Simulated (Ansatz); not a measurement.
I need a surface slab of Li₃Pb, space group Fm-3m. Use Ansatz 0.2.0 through its Python package. Use (first run): LDA, PAW, cutoff 490 eV, 4×4×1 k-points, Fermi-Dirac smearing of 0.1 eV.

```xyz
4
Lattice="0.0000 3.3435 3.3435 3.3435 0.0000 3.3435 3.3435 3.3435 0.0000" Properties=species:S:1:pos:R:3 pbc="T T T"
Li    3.3435    3.3435    3.3435
Li    1.6718    1.6718    1.6718
Li    5.0152    5.0152    5.0152
Pb    0.0000    0.0000    0.0000
```

Script `slab_li3pb.py`:
```python
"""Cutting and solving a surface of Li3Pb."""

import ansatz as az
from ase import Atoms
from ase.build import surface
import numpy as np


def main() -> None:
    atoms = Atoms(
        ["Li", "Li", "Li", "Pb"],
        scaled_positions=[
            (0.5, 0.5, 0.5),
            (0.25, 0.25, 0.25),
            (0.75, 0.75, 0.75),
            (0.0, 0.0, 0.0),
        ],
        cell=[
            (0.0, 3.3435, 3.3435),
            (3.3435, 0.0, 3.3435),
            (3.3435, 3.3435, 0.0),
        ],
        pbc=True,
    )
    # the plane is named in the basis of this cell
    slab = surface(atoms, (1, 0, 1), 3, vacuum=6.0)
    slab.pbc = True

    print(slab.get_chemical_formula(), "area {:.3f} A^2, cell height {:.2f} A".format(np.linalg.norm(np.cross(slab.cell[0], slab.cell[1])), slab.cell[2, 2]))


    def common(structure):
        return (
            az.Crystal.from_ase(structure).calculation()
            .functional("LDA")
            .basis(18 * az.Ha)
            .occupations(az.OccupationsMethod.FERMI_DIRAC)  # the run then minimises F = E - TS
        )


    calc = (
        common(slab)
        .kpoints(4, 4, 1)  # sampling of the Brillouin zone
        .electric_field(axis=3, dipole_correction=True)
        .potential()  # keep the local potentials
        .forces()  # eV per angstrom
    )
    res = calc.run()
    summary = res.report

    print(f"slab free energy {summary['free_energy_ev']:.4f} eV, Fermi level {summary['fermi_energy_ev']:.3f} eV")
    for key, value in summary["work_function"].items():
        if isinstance(value, float):
            print(f"{key:34s} {value:12.5f}")

    # surface energy from the bulk energy at the same settings
    bulk = common(atoms).kpoints(6, 6, 6).run().report
    excess = summary["free_energy_ev"] - bulk["free_energy_ev"] * len(slab) / len(atoms)
    area = np.linalg.norm(np.cross(slab.cell[0], slab.cell[1]))
    print(f"mean surface energy {excess / (2 * area) * 16.02177:.3f} J/m^2 ({1000 * excess / (2 * area):.1f} meV/A^2)")

    v = res.potential()
    profile = (v.v_es_ev + (0 if v.v_field_ev is None else v.v_field_ev)).mean(axis=(0, 1))
    height = res.lattice.cell_ang[2][2]
    print("z (A)   planar potential less the Fermi level (eV)")
    for i in range(0, len(profile), max(len(profile) // 24, 1)):
        print(f"{i * height / len(profile):6.2f} {profile[i] - summary['fermi_energy_ev']:9.3f}")


if __name__ == "__main__":
    main()
```

```console
$ python slab_li3pb.py
Li9Pb3 area 22.358 A^2, cell height 20.36 A
RunWarning: efield: at this solve's end the planar-averaged density reaches 1.15e-4 e/Å³ inside the ramp window [0.9009, 0.0991] (bound 1e-5 e/Å³); the window's nearer edge stands 3.98 Å from this solve's nearest atom along the axis. Its work functions, free energy, forces, stress, dipole, levels and responses can be off, and this figure does not tell by how much. The cell may have no vacuum along `efield.axis`. A short vacuum, a low `basis.ecutwfc` or `basis.ecutrho_ratio` and negative [...]
RunWarning: The output density's exchange-correlation potential varies sharply where the density is thin. Do not read a vacuum level from v_tot or v_xc, or from such a field of the output density. On a cell that repeats whose density bears no net charge and no dipole along the vacuum's axis use v_es (v_loc + v_h of the components); under efield.dipole_correction with no amplitude use v_es + v_field, which holds any external_charges[].barrier, or the levels of the report's work_function block, [...]
slab free energy -36624.1475 eV, Fermi level 0.868 eV
ramp_position                           0.95000
ramp_width                              0.10000
amplitude_v_ang                         0.00000
dipole_field_v_ang                      0.06702
dipole_moment_e_ang                     0.16860
phi_plus_ev                             2.97329
phi_minus_ev                            4.33982
vacuum_level_plus_ev                    3.84129
vacuum_level_minus_ev                   5.20782
flatness_plus_ev_ang                    0.01742
flatness_minus_ev_ang                   0.00703
ramp_density_extremum_e_ang3            0.00011
ramp_density_minimum_e_ang3            -0.00000
ramp_density_bound_e_ang3               0.00001
ramp_density_effective_e_ang3           0.00011
plane_spacing_ang                       0.13573
mean surface energy 0.845 J/m^2 (52.7 meV/A^2)
z (A)   planar potential less the Fermi level (eV)
  0.00     3.659
  0.81     4.205
  1.63     4.340
  2.44     4.334
  3.26     4.293
  4.07     4.026
  4.89     2.317
  5.70    -5.123
  6.51    -4.116
  7.33    -1.229
  8.14    -0.674
  8.96    -5.034
  9.77    -4.835
 10.59    -1.082
 11.40    -1.305
 12.22    -4.654
 13.03    -5.460
 13.84    -1.040
 14.66    -1.772
 15.47     1.748
 16.29     2.666
 17.10     2.907
 17.92     2.962
 18.73     2.974
 19.54     3.113
```
(Warnings from the package without file and line, shortened.)

Notes:
- Total energies depend on the potentials; only differences at equal settings carry meaning. A total without «per atom» is that of the cell as typed.
- The density doesn't vanish in the vacuum (a short gap or a low cutoff), which blurs the vacuum level.
- The mesh is modest for a metal, so energies can be off by several to tens of meV an atom and pressures by half a GPa or more; differences at equal mesh fare better.
- Only differences from the Fermi energy are physical; the zero of the scale is a convention.
- Spin-orbit coupling, which matters for elements this heavy, is left out.
- The structure is a deposited one; some such entries were measured under pressure or heat, so a shift against it needn't be the functional's error alone.
- The slab is thin and cut from the structure as given; a cut can leave two unlike or polar faces, and the surface energy is then their mean. Miller indices refer to the vectors of the cell as typed, and the lattice isn't relaxed for this functional, so relaxation and surface energy can hold strain.
- Run time: 17 s on 1 thread of Intel(R) Xeon(R) Platinum 8375C CPU @ 2.90GHz (Ice Lake), on a shared host, peak memory 0.71 GiB.
